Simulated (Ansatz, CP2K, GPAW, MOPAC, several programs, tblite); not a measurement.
What each method gives for NaTlTe2 (ordering on zincblende)

An ordered 4-atom cell of NaTlTe2 on the zincblende lattice (P-4m2), relaxed with r2SCAN in Ansatz, was computed with several methods. Space group P-4m2 (No. 115), tetragonal; a = 4.635 Å, c = 7.423 Å in the conventional setting, 39.86 Å³ an atom. Na is surrounded by 4 Te at 3.06 Å; Te is surrounded by 2 Tl at 2.88 Å and 2 Na at 3.06 Å; Tl is surrounded by 4 Te at 2.88 Å. All values are calculated for a non-magnetic cell, which may be hypothetical.

```
Na Te Tl
1.0
     4.63459    0.00000    0.00000
     0.00000    4.63459    0.00000
     0.00000    0.00000    7.42294
Na Te Tl
1 2 1
Cartesian
  0.0000 0.0000 0.0000
  0.0000 2.3173 1.9936
  2.3173 0.0000 5.4294
  2.3173 2.3173 3.7115
```

Gaps and times are for a single point on this cell; volume and bulk modulus come from each method's own relaxation or energy curve at fixed shape, which is too stiff where a cell has free coordinates or axes. Times are rough, from shared hosts (Arm Neoverse V2), and each method has its own mesh and cell size. A double dagger marks a value from a curve with shape and coordinates held. PM6 (MOPAC): levels, charges or heat of formation failed a check of plausibility, so no values are given. A star marks a curve whose lowest point is an end point. PM6 (MOPAC), PM7 (MOPAC), GFN1-xTB (tblite), GFN2-xTB (tblite) treat a cluster of cells at its zone centre, which samples few k points: where these miss a band edge, the gap comes out too large for that reason alone. Gaps from k meshes are read at a limited set of points (mesh, symmetry points, PBE's band edges), so each method's own least gap may be somewhat smaller. xTB and the PM methods were fitted mostly to molecules, and can miss a solid's gap by electronvolts. Minimal bases can be far off for gaps. GLLB-SC's gap includes the derivative discontinuity. d marks a direct gap, i an indirect one (no mark: not told apart), a dash a value that wasn't computed or didn't pass its checks.

| method | kind | gap (eV) | own volume (Å³/atom) | bulk modulus (GPa) | atoms computed | processor time |
| --- | --- | --- | --- | --- | --- | --- |
| PM6 (MOPAC) | semi-empirical | – | – | – | 32 | 0.61 s |
| GFN1-xTB (tblite) | tight binding | 0.59 | 41.12‡ | 34‡ | 32 | 1.1 s |
| GFN2-xTB (tblite) | tight binding | 0 | 43.84*‡ | 19*‡ | 32 | 1.8 s |
| light PBE (260 eV and a coarse mesh) | light plane-wave | 0.03 d | – | – | 4 | 2.1 s |
| PM7 (MOPAC) | semi-empirical | 7.28 | – | – | 32 | 2.6 s |
| PBE/SZV (CP2K) | small basis | 0 | 43.04‡ | 24‡ | 4 | 11 s |
| PBE/single zeta (GPAW) | small basis | 0.09 i | – | – | 4 | 12 s |
| PBE | semilocal | 0.07 d | 41.29 | 22‡ | 4 | 14 s |
| PBE/DZVP (CP2K) | small basis | 0.04 d | 41.70‡ | 24‡ | 4 | 18 s |
| GLLB-SC (GPAW) | model potential | 0.63 | – | – | 4 | 28 s |
| r2SCAN | semilocal | 0.31 d | 39.86 | 26‡ | 4 | 30 s |

Against r2SCAN (0.31 eV) and with closed or daggered gaps left aside, the nearest gap at the points sampled is that of PBE/single zeta (GPAW) (-0.22 eV) and the farthest that of PM7 (MOPAC) (+6.97 eV). r2SCAN is only a yardstick of convenience: semilocal gaps usually lie below measured ones, which GLLB-SC and hybrids aim to mend.

Volumes against r2SCAN's: PBE +3.6 %.

Spin-orbit coupling is left out; in compounds of Pb, Bi, Tl or Hg it can lower a gap by up to about 1 eV, split its edges or invert the bands.
